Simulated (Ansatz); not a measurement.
# CH7FO3Si2: small, medium and large basis sets

The task here is to estimate one member of a computed series from the others.

Method: one geometry, several basis sets; program: Ansatz 0.2.0, Gaussian basis.

Plan: PBE0-D4/def2-SVP; ωB97M-V/def2-SVP; PBE0-D4/def2-QZVPP; ωB97M-V/def2-QZVPP; the functionals' def2-TZVPP values are taken from earlier runs.

### The relaxed structure

The geometry comes from an earlier relaxation with PBE0-D4 in a triple-zeta def2 set; it is a stationary point, not always the lowest conformer.

14 atoms, charge 0, spin multiplicity 1.

Atoms are counted from 1 here; the program's logs count them from 0.

Bond lengths: O1–Si2 1.636 Å, O1–H8 0.959 Å, Si2–O3 1.641 Å, Si2–C4 1.872 Å, Si2–H9 1.482 Å, O3–H10 0.961 Å, C4–Si5 1.847 Å, C4–H11 1.096 Å, C4–H12 1.098 Å, Si5–O6 1.631 Å, Si5–F7 1.615 Å, Si5–H13 1.475 Å, O6–H14 0.958 Å. Angles: Si2–O1–H8 117.1°, O1–Si2–O3 107.6°, O1–Si2–C4 112.7°, O1–Si2–H9 105.3°, O3–Si2–C4 109.1°, O3–Si2–H9 112.8°, C4–Si2–H9 109.4°, Si2–O3–H10 116.7°, Si2–C4–Si5 115.6°, Si2–C4–H11 108.8°, Si2–C4–H12 107.5°, Si5–C4–H11 108.9°, Si5–C4–H12 108.6°, H11–C4–H12 107.1°, C4–Si5–O6 114.7°, C4–Si5–F7 105.5°, C4–Si5–H13 114.5°, O6–Si5–F7 109.2° and more.

Set-up of the first run:

in.yaml reads:

```yaml
crystal:
  periodic: [false, false, false]
  atoms:
    - {symbol: O, position_ang: [-2.850984, -0.239283, 0.583019]}
    - {symbol: Si, position_ang: [-1.256436, -0.585737, 0.705207]}
    - {symbol: O, position_ang: [-0.716135, 0.052919, 2.117004]}
    - {symbol: C, position_ang: [-0.254138, 0.122044, -0.709154]}
    - {symbol: Si, position_ang: [1.570844, -0.142286, -0.603389]}
    - {symbol: O, position_ang: [2.444227, 0.677048, -1.710030]}
    - {symbol: F, position_ang: [1.993806, 0.346619, 0.876182]}
    - {symbol: H, position_ang: [-3.143124, 0.601313, 0.939096]}
    - {symbol: H, position_ang: [-1.175098, -2.064963, 0.675405]}
    - {symbol: H, position_ang: [0.220543, 0.261524, 2.165845]}
    - {symbol: H, position_ang: [-0.621496, -0.304133, -1.649788]}
    - {symbol: H, position_ang: [-0.450570, 1.201831, -0.745506]}
    - {symbol: H, position_ang: [1.991953, -1.550352, -0.725826]}
    - {symbol: H, position_ang: [2.233509, 1.594156, -1.889265]}
basis:
  gaussian: {orbitals: def2-SVP}
hamiltonian: {xc: pbe0, dispersion: d4}
output: {orbitals: {seedname: orbitals}}
```

Steps of the session up to this table: PBE0-D4 in def2-SVP; ωB97M-V in def2-SVP; PBE0-D4 in def2-QZVPP; ωB97M-V in def2-QZVPP.

One table of the session follows, with a row left open; its other results are not shown here.

It belongs to the step «Density functionals: the series». 

```
functional       basis  HOMO (eV)  LUMO (eV)
   PBE0-D4    def2-SVP      -8.14       0.98
   PBE0-D4  def2-TZVPP      -8.31       0.36
   PBE0-D4  def2-QZVPP      -8.35       0.01
   ωB97M-V    def2-SVP     -10.38       2.69
   ωB97M-V  def2-TZVPP     -10.58       1.84
   ωB97M-V  def2-QZVPP          ?          ?
```

Q: Estimate the row for ωB97M-V, def2-QZVPP from the others.

As computed: HOMO (eV): -10.62; LUMO (eV): 1.19. In the column «HOMO (eV)» it is the lowest.
